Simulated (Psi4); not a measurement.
# CH6FNSSi (SMILES NC(F)([SiH3])S): HF/cc-pVDZ (density fitting, sweep point 4)

We compute energy and gradient of CH6FNSSi. 

The results are computed with Psi4 1.11.

### 1 The molecule

CH6FNSSi has 11 atoms, charge 0, and is taken as a singlet. SMILES: `NC(F)([SiH3])S`. The shape is that of a PBE0-D4/def2-TZVP optimisation.

Bond lengths: N1–C2 1.399 Å, C2–F3 1.417 Å, C2–Si4 1.910 Å, C2–S5 1.830 Å, N1–H6 1.012 Å, N1–H7 1.013 Å, Si4–H8 1.480 Å, Si4–H9 1.483 Å, Si4–H10 1.490 Å, S5–H11 1.342 Å. Some angles: N1–C2–F3 112.7°, N1–C2–Si4 112.9°, N1–C2–S5 110.7°, F3–C2–Si4 107.2°, F3–C2–S5 102.4°, Si4–C2–S5 110.3°, C2–N1–H6 113.0°, C2–N1–H7 112.8°, C2–Si4–H8 108.7°, C2–Si4–H9 108.4°.

### 2 Energy and forces at HF/cc-pVDZ (density fitting, sweep point 4)

input.dat reads:

```
memory 1600 MB

molecule {
  0 1
  N     -0.255900     0.937900     1.111700
  C      0.048700     0.532000    -0.191700
  F      1.057800     1.325800    -0.790200
  Si     0.626800    -1.285500    -0.288300
  S     -1.378700     0.805600    -1.303800
  H      0.510600     0.799900     1.757600
  H     -0.603600     1.888400     1.155800
  H      1.130100    -1.552400    -1.654400
  H     -0.525900    -2.161600     0.032800
  H      1.708200    -1.499600     0.713800
  H     -2.252900     0.152500    -0.522700
  units angstrom
  symmetry c1
}

set {
  basis                   cc-pVDZ
  reference               rhf
  scf_type                df
  scf_initial_accelerator ediis
}

gradient("scf")
print_variables()
```

Launch:

```
psi4 input.dat output.dat -n 1
```

What values should one expect? Wanted: total energy; dipole moment; HOMO energy; LUMO energy; HOMO–LUMO gap; largest force on an atom.

**Answer.** As computed:

At HF/cc-pVDZ (density fitting, sweep point 4):

```
                quantity          value
            total energy  -881.70048 Eh
           dipole moment         2.31 D
             HOMO energy       -9.99 eV
             LUMO energy        3.75 eV
           HOMO–LUMO gap       13.74 eV
largest force on an atom     0.644 eV/Å
```

What this shows: The largest force is 0.64 eV/Å: the shape isn't a stationary point for this species at this level.
